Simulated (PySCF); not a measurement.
# A diatomic session: InF, part 2 of 2

PySCF 2.14.0; In aug-cc-pVDZ-PP with ECP28, F aug-cc-pVDZ; scalar-relativistic core potentials. The steps go on from the part before.

## (9) LDA (local density)

The SCF at the reference distance, 2.025 Å, printed:

```text
******** <class 'pyscf.dft.uks_symm.SymAdaptedUKS'> ********
method = SymAdaptedUKS
initial guess = minao
damping factor = 0
level_shift factor = 0
DIIS = <class 'pyscf.scf.diis.CDIIS'>
diis_start_cycle = 1
diis_space = 10
diis_damp = 0
SCF conv_tol = 1e-09
SCF conv_tol_grad = None
SCF max_cycles = 60
direct_scf = False
max_memory 909 MB (current use 329 MB)
number electrons alpha = 15  beta = 15
XC library pyscf.dft.libxc version 7.0.0
    S. Lehtola, C. Steigemann, M. J.T. Oliveira, and M. A.L. Marques.,  SoftwareX 7, 1–5 (2018)
XC functionals = LDA,VWN
    P. A. M. Dirac.,  Math. Proc. Cambridge Philos. Soc. 26, 376 (1930)
    F. Bloch.,  Z. Phys. 57, 545 (1929)
    S. H. Vosko, L. Wilk, and M. Nusair.,  Can. J. Phys. 58, 1200 (1980)
small_rho_cutoff = 0
Set gradient conv threshold to 3.16228e-05
init E= -289.09836677843
cycle= 1 E= -289.095582982517  delta_E= 0.00278  |g|= 0.143  |ddm|= 0.424
cycle= 2 E= -289.049963346437  delta_E= 0.0456  |g|= 0.382  |ddm|= 0.668
cycle= 3 E= -289.103562545231  delta_E= -0.0536  |g|= 0.0155  |ddm|= 0.477
cycle= 4 E= -289.103683185571  delta_E= -0.000121  |g|= 0.00218  |ddm|= 0.0336
cycle= 5 E= -289.103685202914  delta_E= -2.02e-06  |g|= 0.00124  |ddm|= 0.00789
cycle= 6 E= -289.103685824152  delta_E= -6.21e-07  |g|= 0.000244  |ddm|= 0.00176
cycle= 7 E= -289.103685848878  delta_E= -2.47e-08  |g|= 6.71e-06  |ddm|= 0.000387
cycle= 8 E= -289.103685848923  delta_E= -4.57e-11  |g|= 4.37e-06  |ddm|= 4.58e-05
Extra cycle  E= -289.103685848851  delta_E= 7.24e-11  |g|= 1.44e-05  |ddm|= 3.02e-05
converged SCF energy = -289.103685848851  <S^2> = -1.5987212e-14  2S+1 = 1
```

Re = 2.005 Å, ωe = 525 cm⁻¹, ωexe = 2.55 cm⁻¹, αe = 0.00180 cm⁻¹, Be = 0.2572 cm⁻¹, De = 6.54 eV, μ = -3.30 D. 2.4 s of CPU time for 12 points, integrals apart.

## (10) PW91 (GGA)

The SCF at the reference distance, 2.025 Å, printed:

```text
******** <class 'pyscf.dft.uks_symm.SymAdaptedUKS'> ********
method = SymAdaptedUKS
initial guess = minao
damping factor = 0
level_shift factor = 0
DIIS = <class 'pyscf.scf.diis.CDIIS'>
diis_start_cycle = 1
diis_space = 10
diis_damp = 0
SCF conv_tol = 1e-09
SCF conv_tol_grad = None
SCF max_cycles = 60
direct_scf = False
max_memory 909 MB (current use 329 MB)
number electrons alpha = 15  beta = 15
XC library pyscf.dft.libxc version 7.0.0
    S. Lehtola, C. Steigemann, M. J.T. Oliveira, and M. A.L. Marques.,  SoftwareX 7, 1–5 (2018)
XC functionals = PW91,PW91
    J. P. Perdew. In P. Ziesche and H. Eschrig, editors, Proceedings of the 75. WE-Heraeus-Seminar and 21st Annual International Symposium on Electronic Structure of Solids, 11. Berlin, 1991. Akademie Verlag.
    J. P. Perdew, J. A. Chevary, S. H. Vosko, K. A. Jackson, M. R. Pederson, D. J. Singh, and C. Fiolhais.,  Phys. Rev. B 46, 6671 (1992)
    J. P. Perdew, J. A. Chevary, S. H. Vosko, K. A. Jackson, M. R. Pederson, D. J. Singh, and C. Fiolhais.,  Phys. Rev. B 48, 4978 (1993)
    J. P. Perdew. In P. Ziesche and H. Eschrig, editors, Proceedings of the 75. WE-Heraeus-Seminar and 21st Annual International Symposium on Electronic Structure of Solids, 11. Berlin, 1991. Akademie Verlag.
    J. P. Perdew, J. A. Chevary, S. H. Vosko, K. A. Jackson, M. R. Pederson, D. J. Singh, and C. Fiolhais.,  Phys. Rev. B 46, 6671 (1992)
    J. P. Perdew, J. A. Chevary, S. H. Vosko, K. A. Jackson, M. R. Pederson, D. J. Singh, and C. Fiolhais.,  Phys. Rev. B 48, 4978 (1993)
small_rho_cutoff = 0
Set gradient conv threshold to 3.16228e-05
init E= -290.106726150784
cycle= 1 E= -290.1071469788  delta_E= -0.000421  |g|= 0.0697  |ddm|= 0.294
cycle= 2 E= -290.093399809693  delta_E= 0.0137  |g|= 0.205  |ddm|= 0.36
cycle= 3 E= -290.109222328345  delta_E= -0.0158  |g|= 0.0115  |ddm|= 0.246
cycle= 4 E= -290.109286293278  delta_E= -6.4e-05  |g|= 0.000754  |ddm|= 0.0185
cycle= 5 E= -290.109286580463  delta_E= -2.87e-07  |g|= 0.000226  |ddm|= 0.00235
cycle= 6 E= -290.109286601295  delta_E= -2.08e-08  |g|= 6.05e-05  |ddm|= 0.000376
cycle= 7 E= -290.109286602815  delta_E= -1.52e-09  |g|= 2.49e-06  |ddm|= 8.4e-05
cycle= 8 E= -290.109286602816  delta_E= -9.09e-13  |g|= 1.04e-06  |ddm|= 8.31e-06
Extra cycle  E= -290.109286602812  delta_E= 3.64e-12  |g|= 3.39e-06  |ddm|= 7.88e-06
converged SCF energy = -290.109286602812  <S^2> = -1.4210855e-14  2S+1 = 1
```

Re = 2.041 Å, ωe = 492 cm⁻¹, ωexe = 2.48 cm⁻¹, αe = 0.00180 cm⁻¹, Be = 0.2481 cm⁻¹, De = 5.83 eV, μ = -3.53 D.

## (11) HSE06 (range-separated hybrid)

Output of the SCF at 2.025 Å:

```text
******** <class 'pyscf.dft.uks_symm.SymAdaptedUKS'> ********
method = SymAdaptedUKS
initial guess = minao
damping factor = 0
level_shift factor = 0
DIIS = <class 'pyscf.scf.diis.CDIIS'>
diis_start_cycle = 1
diis_space = 10
diis_damp = 0
SCF conv_tol = 1e-09
SCF conv_tol_grad = None
SCF max_cycles = 60
direct_scf = False
max_memory 909 MB (current use 329 MB)
number electrons alpha = 15  beta = 15
XC library pyscf.dft.libxc version 7.0.0
    S. Lehtola, C. Steigemann, M. J.T. Oliveira, and M. A.L. Marques.,  SoftwareX 7, 1–5 (2018)
XC functionals = HSE06
    J. Heyd, G. E. Scuseria, and M. Ernzerhof.,  J. Chem. Phys. 118, 8207 (2003)
    J. Heyd, G. E. Scuseria, and M. Ernzerhof.,  J. Chem. Phys. 124, 219906 (2006)
    A. V. Krukau, O. A. Vydrov, A. F. Izmaylov, and G. E. Scuseria.,  J. Chem. Phys. 125, 224106 (2006)
small_rho_cutoff = 0
Set gradient conv threshold to 3.16228e-05
init E= -289.962258535408
cycle= 1 E= -289.962278062008  delta_E= -1.95e-05  |g|= 0.00104  |ddm|= 0.0209
cycle= 2 E= -289.96227797248  delta_E= 8.95e-08  |g|= 0.00116  |ddm|= 0.00388
cycle= 3 E= -289.962278477722  delta_E= -5.05e-07  |g|= 0.000519  |ddm|= 0.00187
cycle= 4 E= -289.962278575866  delta_E= -9.81e-08  |g|= 5.83e-05  |ddm|= 0.000862
cycle= 5 E= -289.96227857738  delta_E= -1.51e-09  |g|= 6.45e-06  |ddm|= 0.000119
cycle= 6 E= -289.962278577396  delta_E= -1.53e-11  |g|= 2.52e-06  |ddm|= 1.27e-05
Extra cycle  E= -289.962278577386  delta_E= 9.72e-12  |g|= 5.7e-06  |ddm|= 1.14e-05
converged SCF energy = -289.962278577386  <S^2> = -8.8817842e-15  2S+1 = 1
```

Re = 2.017 Å, ωe = 517 cm⁻¹, ωexe = 2.56 cm⁻¹, αe = 0.00180 cm⁻¹, Be = 0.2541 cm⁻¹, De = 5.42 eV, μ = -3.50 D.

## (12) RHF

Output of the SCF at 2.025 Å:

```text
******** <class 'pyscf.scf.hf_symm.SymAdaptedRHF'> ********
method = SymAdaptedRHF
initial guess = minao
damping factor = 0
level_shift factor = 0
DIIS = <class 'pyscf.scf.diis.CDIIS'>
diis_start_cycle = 1
diis_space = 10
diis_damp = 0
SCF conv_tol = 1e-09
SCF conv_tol_grad = None
SCF max_cycles = 60
direct_scf = False
max_memory 909 MB (current use 330 MB)
Overwritten attributes  get_k get_j get_hcore get_jk get_occ  of <class 'pyscf.scf.hf_symm.SymAdaptedRHF'>
<class 'pyscf.scf.hf_symm.SymAdaptedRHF'> does not have attributes  refdm
Set gradient conv threshold to 3.16228e-05
init E= -288.706327909054
cycle= 1 E= -288.720781564432  delta_E= -0.0145  |g|= 0.064  |ddm|= 0.667
cycle= 2 E= -288.721833309448  delta_E= -0.00105  |g|= 0.0312  |ddm|= 0.185
cycle= 3 E= -288.722055361243  delta_E= -0.000222  |g|= 0.0112  |ddm|= 0.0511
cycle= 4 E= -288.722097498909  delta_E= -4.21e-05  |g|= 0.00106  |ddm|= 0.0323
cycle= 5 E= -288.72209865785  delta_E= -1.16e-06  |g|= 0.000335  |ddm|= 0.00547
cycle= 6 E= -288.722098762941  delta_E= -1.05e-07  |g|= 9.58e-05  |ddm|= 0.00171
cycle= 7 E= -288.722098770425  delta_E= -7.48e-09  |g|= 1.7e-05  |ddm|= 0.000369
cycle= 8 E= -288.72209877064  delta_E= -2.15e-10  |g|= 3.13e-06  |ddm|= 7.96e-05
Extra cycle  E= -288.722098770646  delta_E= -6.03e-12  |g|= 1.17e-06  |ddm|= 1.09e-05
converged SCF energy = -288.722098770646
```

Re = 1.996 Å, ωe = 544 cm⁻¹, ωexe = 2.80 cm⁻¹, αe = 0.00186 cm⁻¹, Be = 0.2596 cm⁻¹, De = 3.69 eV, μ = -3.35 D.

## (13) MP2 and coupled cluster

Reference: RHF; core orbitals frozen: 5; virtual orbitals above 20 hartree dropped in coupled cluster: 1. MP2 keeps all virtuals, so it differs from the MP2 energy in the coupled-cluster log.

Log of the coupled-cluster run at 2.025 Å:

```text
******** <class 'pyscf.cc.ccsd.CCSD'> ********
CC2 = 0
CCSD nocc = 10, nmo = 49
frozen orbitals [0, 1, 2, 3, 4, 54]
max_cycle = 80
direct = 0
conv_tol = 1e-07
conv_tol_normt = 1e-05
diis_space = 8
diis_start_cycle = 0
diis_start_energy_diff = 1e+09
max_memory 909 MB (current use 330 MB)
Init t2, MP2 energy = -289.001456238556  E_corr(MP2) -0.279357467910586
Init E_corr(CCSD) = -0.279357467911273
cycle = 1  E_corr(CCSD) = -0.276602711203752  dE = 0.00275475671  norm(t1,t2) = 0.074135
cycle = 2  E_corr(CCSD) = -0.288020372919255  dE = -0.0114176617  norm(t1,t2) = 0.0291128
cycle = 3  E_corr(CCSD) = -0.287220248617813  dE = 0.000800124301  norm(t1,t2) = 0.0210273
cycle = 4  E_corr(CCSD) = -0.288903355473371  dE = -0.00168310686  norm(t1,t2) = 0.00649837
cycle = 5  E_corr(CCSD) = -0.289077632275515  dE = -0.000174276802  norm(t1,t2) = 0.001998
cycle = 6  E_corr(CCSD) = -0.289017695747379  dE = 5.99365281e-05  norm(t1,t2) = 0.000761438
cycle = 7  E_corr(CCSD) = -0.288996687217646  dE = 2.10085297e-05  norm(t1,t2) = 0.000298371
cycle = 8  E_corr(CCSD) = -0.288999762970925  dE = -3.07575328e-06  norm(t1,t2) = 0.00012567
cycle = 9  E_corr(CCSD) = -0.289002532404028  dE = -2.7694331e-06  norm(t1,t2) = 3.18141e-05
cycle = 10  E_corr(CCSD) = -0.289002852323679  dE = -3.19919651e-07  norm(t1,t2) = 1.21765e-05
cycle = 11  E_corr(CCSD) = -0.289002543584806  dE = 3.08738873e-07  norm(t1,t2) = 4.30695e-06
cycle = 12  E_corr(CCSD) = -0.289002597829901  dE = -5.42450945e-08  norm(t1,t2) = 1.96061e-06
CCSD converged
E(CCSD) = -289.0111013684755  E_corr = -0.2890025978299006
CCSD(T) correction = -0.0083000725305541
```

Correlation energy (eV) along the bond:

```
R (Å)     MP2  SCS-MP2    CCSD  CCSD(T)     T1
1.742  -7.502   -7.248     n/a      n/a    n/a
1.823  -7.532   -7.284  -7.808   -8.021  0.014
1.903  -7.561   -7.318  -7.832   -8.050  0.015
1.964  -7.582   -7.342  -7.849   -8.071  0.015
2.025  -7.602   -7.365  -7.864   -8.090  0.016
2.086  -7.620   -7.387  -7.878   -8.108  0.016
2.167  -7.642   -7.412  -7.895   -8.130  0.017
2.268  -7.664   -7.438  -7.912   -8.152  0.017
2.389  -7.683   -7.462  -7.928   -8.172  0.018
2.551  -7.697   -7.482     n/a      n/a    n/a
```

RHF-MP2: Re = 2.015 Å, ωe = 524 cm⁻¹, ωexe = 2.58 cm⁻¹, αe = 0.00181 cm⁻¹, Be = 0.2548 cm⁻¹, De = 5.82 eV.

RHF-SCS-MP2: Re = 2.018 Å, ωe = 521 cm⁻¹, ωexe = 2.58 cm⁻¹, αe = 0.00182 cm⁻¹, Be = 0.2540 cm⁻¹, De = 5.63 eV.

RHF-CCSD: Re = 2.011 Å, ωe = 528 cm⁻¹, ωexe = 2.63 cm⁻¹, αe = 0.00182 cm⁻¹, Be = 0.2558 cm⁻¹, De = 5.35 eV.

RHF-CCSD(T): Re = 2.014 Å, ωe = 524 cm⁻¹, ωexe = 2.60 cm⁻¹, αe = 0.00182 cm⁻¹, Be = 0.2548 cm⁻¹, De = 5.46 eV.

## (14) The curves together

Energy (eV) from each level's lowest point:

```
R (Å)    RHF  RHF-MP2  RHF-SCS-MP2  RHF-CCSD  RHF-CCSD(T)    LDA    PBE   PW91  r²SCAN  r²SCANh   PBE0  HSE06
1.742  0.918    1.018        1.036       n/a          n/a  0.924  1.135  1.122   0.997    0.966  1.002  1.011
1.823  0.359    0.429        0.441     0.415        0.428  0.378  0.519  0.510   0.420    0.398  0.425  0.431
1.903  0.082    0.123        0.129     0.114        0.122  0.099  0.178  0.173   0.119    0.107  0.124  0.126
1.964  0.002    0.022        0.025     0.018        0.022  0.012  0.050  0.047   0.021    0.015  0.023  0.024
2.025  0.000    0.000        0.000     0.000        0.000  0.000  0.000  0.000   0.000    0.000  0.000  0.000
2.086  0.054    0.036        0.033     0.040        0.036  0.044  0.009  0.011   0.036    0.042  0.034  0.033
2.167  0.187    0.148        0.141     0.156        0.148  0.163  0.086  0.091   0.147    0.160  0.141  0.140
2.268  0.415    0.353        0.342     0.366        0.353  0.374  0.252  0.259   0.351    0.371  0.340  0.339
2.389  0.732    0.651        0.636     0.669        0.650  0.676  0.506  0.516   0.646    0.675  0.630  0.629
2.551  1.175    1.080        1.059       n/a          n/a  1.105  0.882  0.895   1.069    1.106  1.046  1.046
```

The whole job (state search and all levels along the bond) took 1 min on 1 thread of AMD EPYC 9R45 96-Core (shared host), peak memory 0.68 GiB.

## (15) Constants by level of theory

The summary covers parts 1 to 2.

Lowest PBE0 solution found, without spin–orbit coupling: ¹Σ⁺ (singlet), closed shell. State 2 has its PBE0 minimum 3.75 eV higher. The other levels ran on the lowest alone.

```
      level  Re (Å)  ωe (cm⁻¹)  De (eV)  μ (D)
        RHF   1.996        544     3.69  -3.35
    RHF-MP2   2.015        524     5.82    n/a
RHF-SCS-MP2   2.018        521     5.63    n/a
   RHF-CCSD   2.011        528     5.35    n/a
RHF-CCSD(T)   2.014        524     5.46    n/a
        LDA   2.005        525     6.54  -3.30
        PBE   2.044        490     5.78  -3.52
       PW91   2.041        492     5.83  -3.53
     r²SCAN   2.014        522     5.58  -3.30
    r²SCANh   2.008        528     5.45  -3.33
       PBE0   2.016        517     5.41  -3.49
      HSE06   2.017        517     5.42  -3.50
```

De is counted to In + F in their ground configurations. A positive dipole means In(−)F(+).

Differences from CCSD(T) in the same basis:

```
      level  Re (mÅ)  ωe (%)
        RHF      -19    +3.8
    RHF-MP2        0     0.0
RHF-SCS-MP2       +3    -0.6
   RHF-CCSD       -4    +0.9
        LDA       -9    +0.2
        PBE      +30    -6.5
       PW91      +27    -6.1
     r²SCAN        0    -0.4
    r²SCANh       -6    +0.8
       PBE0       +2    -1.3
      HSE06       +3    -1.3
```

Time per point (s) on 1 thread of AMD EPYC 9R45, shared host (CPU time, shared integrals of 0.16 s apart; correlated levels include their reference; CCSD comes with the CCSD(T) run); the times are rough: RHF 0.061, RHF-MP2 0.095, RHF-SCS-MP2 0.095, LDA 0.2, PBE 0.32, PW91 0.27, r²SCAN 0.45, r²SCANh 0.49, PBE0 0.73, HSE06 0.7; the reference 1.4.

Cheap and still within 10 mÅ and 2.5 % of CCSD(T): RHF-MP2 (0.095 s), RHF-SCS-MP2 (0.095 s), against 1.4 s for the dearest run.

**Reading.** Against CCSD(T) in the same basis, the bond length is nearest at RHF-MP2 and r²SCAN (0 mÅ) and farthest at PBE (+30 mÅ); the wavenumber is nearest at RHF-MP2 (0.0 %) and farthest at PBE (-6.5 %). Hartree–Fock falls on the short and stiff side, its usual fault. PBE has the long and soft bond that GGAs tend to give. CCSD(T) in a basis this small is itself some way from its limit, more so than the functionals. Of the levels with a De here, RHF gives the least (3.69 eV) and LDA the most (6.54 eV).

Correlated steps freeze 5 core orbitals. These are scalar-relativistic numbers at best; spin–orbit coupling would shift them, the dissociation energy most.
